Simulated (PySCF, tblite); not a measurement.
# C₈H₁₂NP: infrared bands and NMR shifts

Aim: predict the infrared bands and NMR shifts of C₈H₁₂NP (`CC#CP(CC)CCC#N`).

Computed with tblite 0.8.0 and PySCF 2.14.0, with density-fitted response routines of our own, on a single molecule in the gas phase. Atoms are numbered from 0 throughout.

## Step 1: The molecule as given

22 atoms, charge 0, multiplicity 1; geometry from: GFN2-xTB.

Bonds of the start (Å): C0–C1 1.45, C1–C2 1.21, C2–P3 1.77, P3–C4 1.87, C4–C5 1.52, P3–C6 1.87, C6–C7 1.53, C7–C8 1.44, C8–N9 1.14, C0–H10 1.09, C0–H11 1.09, C0–H12 1.09, C4–H13 1.09, C4–H14 1.09, C5–H15 1.09, C5–H16 1.09, C5–H17 1.09, C6–H18 1.09, C6–H19 1.09, C7–H20 1.09, C7–H21 1.10.

## Step 2: Infrared spectrum with GFN2-xTB

The job: settings as JSON, then the geometry in Å.

```
{"job": {"kind": "ir", "xc": "GFN2-xTB", "basis": "xTB"}, "charge": 0, "multiplicity": 1}
C     -2.435052     1.987313    -1.410141
C     -1.548937     1.260285    -0.530100
C     -0.795516     0.622199     0.161461
P      0.247028    -0.195786     1.329567
C     -0.298456    -1.944367     0.964011
C     -1.691706    -2.201134     1.522561
C      1.799172    -0.203247     0.278764
C      2.353201     1.219393     0.158595
C      3.537416     1.231653    -0.658749
N      4.473400     1.208800    -1.315181
H     -2.956423     2.764917    -0.851621
H     -1.865929     2.451144    -2.216067
H     -3.170849     1.309867    -1.843746
H      0.424601    -2.619848     1.430778
H     -0.281799    -2.114621    -0.116416
H     -2.407723    -1.506402     1.086074
H     -2.013723    -3.216705     1.298950
H     -1.702207    -2.065508     2.602552
H      2.536489    -0.850705     0.762500
H      1.582681    -0.609098    -0.713810
H      2.600956     1.616893     1.147598
H      1.602965     1.874343    -0.296669
```

**Question.** This job is followed by: GIAO PBE0/pcSseg-1 NMR shielding, non-relativistic, gas phase. What will the session give for the following? strongest single infrared mode (GFN2-xTB); zero-point energy (GFN2-xTB); 13C shifts against TMS (PBE0/pcSseg-1); 1H shifts against TMS (PBE0/pcSseg-1, means over atoms taken as alike); 31P shifts against H3PO4 (PBE0/pcSseg-1); 15N shifts against NH3 (PBE0/pcSseg-1).

**Answer**, as computed:

| quantity | value |
| --- | --- |
| strongest single infrared mode (GFN2-xTB) | 2411 cm⁻¹, 245 km/mol |
| zero-point energy (GFN2-xTB) | 110.0 kcal/mol |
| 13C shifts against TMS (PBE0/pcSseg-1) | 124.8, 112.6, 85.2, 34.5, 30.4, 15.1, 13.0, 6.0 ppm |
| 1H shifts against TMS (PBE0/pcSseg-1, means over atoms taken as alike) | 2.39, 2.19, 1.89, 1.74, 1.34 ppm |
| 31P shifts against H3PO4 (PBE0/pcSseg-1) | -63.7 ppm |
| 15N shifts against NH3 (PBE0/pcSseg-1) | 297.3 ppm |

The lowest mode is slightly imaginary (9i cm⁻¹), a soft motion within the noise of the Hessian, so the minimum is not strictly shown. The strongest single mode, at 2411 cm⁻¹, moves mainly C8 and N9. Unscaled tight-binding wavenumbers are off by several per cent, some by more. Its intensities can rank the bands wrongly. C8 (nitrile carbon) lies farthest downfield among carbon, at 124.8 ppm; typical of a nitrile. At PBE0/pcSseg-1: The widest tensor belongs to N9: span 494 ppm, with a paramagnetic part of -369 ppm.
